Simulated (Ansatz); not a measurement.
# SnH3O (SMILES [OH][SnH2]): UHF/3-21G

What is the electronic atomisation energy of SnH3O at UHF/3-21G? 

The calculation is run with Ansatz 0.2.0.

28 further runs of the same task are left out: 28 set aside as unsound or not needed. Runs told in other sessions of the task aren't counted.

### 1 Starting point

SnH3O: 5 atoms, total charge 0, spin state doublet. SMILES: `[OH][SnH2]`. Geometry: relaxed at PBE0-D4/def2-TZVP. This is one conformer, not always the lowest.

Bond lengths: O1–Sn2 1.976 Å, O1–H3 0.960 Å, Sn2–H4 1.735 Å, Sn2–H5 1.722 Å. Angles: O1–Sn2–H4 106.9°, O1–Sn2–H5 101.9°, Sn2–O1–H3 113.3°, H4–Sn2–H5 111.7°.

### 2 The energy at UHF/3-21G

File molecule.yaml:

```yaml
crystal:
  periodic: [false, false, false]
  atoms:
    - {symbol: O, position_ang: [0.707400, -0.732900, 0.861900]}
    - {symbol: Sn, position_ang: [0.104500, 0.308800, -0.705500]}
    - {symbol: H, position_ang: [0.368600, -1.631300, 0.873200]}
    - {symbol: H, position_ang: [-1.606800, 0.061300, -0.845900]}
    - {symbol: H, position_ang: [0.476300, 1.920400, -0.224900]}
basis:
  gaussian: {orbitals: 3-21G-spherical.json}
magnetization: {spin_polarized: true, initial_magnetization: 1}
accuracy: high
output: {orbitals: {seedname: orbitals}}
hamiltonian: {xc: hf}
```

The basis set 3-21G is read from a file made from the Basis Set Exchange's data (not shown).

Launch:

```
$ ansatz run molecule.yaml --threads 1 --pin off --max-ram 2610MiB --events-out events.jsonl --progress --plain --runs-dir runs
```

What it wrote:

```text
Warning: RAYON_NUM_THREADS=1 ignored (pool sized by the plan → 1); use --threads N
Functional definition: HF
  name "HF"
  exchange = exact_x
  correlation = 0
897 factors; integrals over basis functions are off by at most 4.9e-9 eV
mean field evaluation 1: about -165236.7048 eV, gradient 2.4e1 eV
mean field evaluation 2: about -165236.8581 eV, gradient 2.4e1 eV
mean field evaluation 4: about -165239.1734 eV, gradient 1.4e0 eV
mean field evaluation 8: about -165239.2203 eV, gradient 2.2e-1 eV
mean field evaluation 16: about -165239.2219 eV, gradient 1.1e-6 eV
mean field -165239.22189623 eV, -6072.4294015190 hartree, gradient 5.7e-8 eV, S^2 0.753254; 0 other end points of the search recorded, 0 dependent functions left out
reference -165239.22189623 eV, -6072.4294015190 hartree; 31, 30 occupied and 15, 16 virtual orbitals, 897 factors
Total energy: -165239.22189623 eV, -6072.4294015190 hartree
```

Wall time 0.58 s (1 thread of AMD EPYC 9R45 (Zen 5), shared host); peak memory 0.15 GiB.

### 3 The H atom

File job.yaml:

```yaml
crystal:
  periodic: [false, false, false]
  atoms:
    - {symbol: H, position_ang: [0.000000, 0.000000, 0.000000]}
basis:
  gaussian:
    orbitals: 3-21G.json
magnetization:
  spin_polarized: true
  initial_magnetization: 1
hamiltonian:
  xc: hf
accuracy: high
```

The basis set 3-21G is read from a file made from the Basis Set Exchange's data (not shown).

Run the same way, it converges to -0.49620 Eh (log not shown).

### 4 The O atom at the same level

File molecule.yaml:

```yaml
crystal:
  periodic: [false, false, false]
  atoms:
    - symbol: O
      position_ang: [0.000000, 0.000000, 0.000000]
basis:
  gaussian:
    orbitals: 3-21G.json
magnetization:
  spin_polarized: true
  initial_magnetization: 2
hamiltonian:
  xc: hf
accuracy: high
```

The basis set 3-21G is read from a file made from the Basis Set Exchange's data (not shown).

Run the same way, it converges to -74.39366 Eh (log not shown).

### 5 The Sn atom, same level

File job.yaml:

```yaml
crystal:
  periodic: [false, false, false]
  atoms:
    - {symbol: Sn, position_ang: [0.000000, 0.000000, 0.000000]}
basis:
  gaussian:
    orbitals: 3-21G-spherical.json
accuracy: high
magnetization:
  spin_polarized: true
  initial_magnetization: 2
hamiltonian:
  xc: hf
```

The basis set 3-21G is read from a file made from the Basis Set Exchange's data (not shown).

Launch:

```
$ ansatz run job.yaml --threads 1 --pin off --max-ram 2610MiB --events-out events.jsonl --progress --plain --runs-dir runs
```

What it wrote:

```text
Warning: RAYON_NUM_THREADS=1 ignored (pool sized by the plan → 1); use --threads N
[... 4 set-up lines as earlier in the session ...]
289 factors; integrals over basis functions are off by at most 4.8e-9 eV
mean field evaluation 1: about -163166.6686 eV, gradient 2.3e0 eV
mean field evaluation 2: about -163166.6874 eV, gradient 2.3e0 eV
mean field evaluation 4: about -163166.7721 eV, gradient 9.7e-2 eV
mean field evaluation 8: about -163166.7722 eV, gradient 2.8e-5 eV
mean field evaluation 16: about -163166.7722 eV, gradient 3.3e-2 eV
mean field evaluation 32: about -163166.7722 eV, gradient 7.3e-5 eV
mean field -163166.77221360 eV, -5996.2682804392 hartree, gradient 1.8e-8 eV, S^2 2.000599; 3 other end points of the search recorded, 0 dependent functions left out
reference -163166.77221360 eV, -5996.2682804392 hartree; 26, 24 occupied and 5, 7 virtual orbitals, 289 factors
Total energy: -163166.77221360 eV, -5996.2682804392 hartree
```

Run time: 0.16 s. Hardware: 1 thread of AMD EPYC 9R45 (Zen 5), shared host.

### 6 What came out

At UHF/3-21G:

```
                                    quantity           value
                      molecule: total energy  -6072.42940 Eh
molecule: HOMO energy (highest over α and β)        -8.43 eV
 molecule: LUMO energy (lowest over α and β)         0.35 eV
                              molecule: ⟨S²⟩           0.753
                        H atom: total energy     -0.49620 Eh
                                H atom: ⟨S²⟩           0.750
                        O atom: total energy    -74.39366 Eh
                                O atom: ⟨S²⟩           2.001
                       Sn atom: total energy  -5996.26828 Eh
                               Sn atom: ⟨S²⟩           2.001
               electronic atomisation energy        7.588 eV
```

In words: Taking the molecule apart into free atoms costs 7.59 eV (175 kcal/mol), before zero-point energy and without spin-orbit coupling. Hartree–Fock lacks the correlation of the bonding pairs, which as a rule makes this value much too low; in minimal bases other errors can mask that. The basis has no polarisation functions, which makes bonds too weak. Relativity is left out (molecule) although the molecule holds a heavy atom. Relativity is left out (Sn atom) although the molecule holds a heavy atom.
